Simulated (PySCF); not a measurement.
**SeH+: bond curves at several levels of theory**

One table from this session's results is given with a row withheld; the runs are named, their logs left out.

Method: H jorge-DZP-DKH, Se jorge-DZP-DKH, spin-free X2C with a Gaussian nucleus; program: PySCF 2.14.0.

Set-up of the first run:

Settings of the job:

* atoms: H, Se
* charge: 1
* basis: H jorge-DZP-DKH, Se jorge-DZP-DKH
* Hamiltonian: spin-free X2C with a Gaussian nucleus
* basis functions: 48
* electrons treated: 34
* masses in u: 1.0078, 79.9165
* levels: PBE0, PBE, r²SCAN, r²SCANh, MN15, M06-2X, ωB97X, HF, MP2, SCS-MP2, CCSD, CCSD(T)
* grid: 80 radial by 434 angular points
* occupations: held fixed by the projection of orbital angular momentum
* dissociation limit: H + Se+, each in its ground configuration
* starting distance in angstrom: 1.535
* values of 2S to try: 0, 2, 4

On the command line:

```
$ OMP_NUM_THREADS=1 python dia.py task.json out
```

Among the steps run: The job; First curve: PBE0; Other states along the same grid; PBE (GGA); r²SCAN; r²SCANh (hybrid meta-GGA); MN15 (hybrid meta-GGA); M06-2X (hybrid meta-GGA); ωB97X (range-separated hybrid); UHF (mean field); Correlated methods on the Hartree–Fock reference.

One of the session's tables, all rows but one given; the rest of the session is left out.

It belongs to the step «The curves together». Energy (eV) from each level's lowest point:

| R (Å) | UHF | UHF-MP2 | UHF-SCS-MP2 | UHF-CCSD | UHF-CCSD(T) |
| --- | --- | --- | --- | --- | --- |
| 1.270 | 0.550 | 0.513 | 0.530 | n/a | n/a |
| 1.329 | 0.223 | 0.202 | 0.213 | 0.221 | 0.224 |
| 1.388 | 0.050 | 0.043 | 0.047 | 0.051 | 0.053 |
| 1.433 | 0.000 | 0.000 | 0.000 | 0.000 | 0.001 |
| 1.477 | ? | ? | ? | ? | ? |
| 1.521 | 0.049 | 0.061 | 0.053 | 0.041 | 0.040 |
| 1.580 | 0.162 | 0.180 | 0.168 | 0.144 | 0.141 |
| 1.654 | 0.360 | 0.389 | 0.374 | 0.326 | 0.321 |
| 1.743 | 0.640 | 0.702 | 0.688 | 0.592 | 0.583 |
| 1.861 | 1.005 | 1.184 | 1.185 | n/a | n/a |

Estimate the missing values for R (Å) = 1.477.

Worked estimate for «UHF». A straight line through the neighbours (1.433, 0.000) and (1.521, 0.049) gives 0.000 + (0.049 − 0.000) × (1.477 − 1.433) / (1.521 − 1.433) = 0.025; a parabola fitted to 4 rows on both sides gives 0.004.

The run gave: UHF: 0.003; UHF-MP2: 0.009; UHF-SCS-MP2: 0.005; UHF-CCSD: 0.000; UHF-CCSD(T): 0.000. In «UHF» the line misses by +0.022 and the parabola by +0.001.
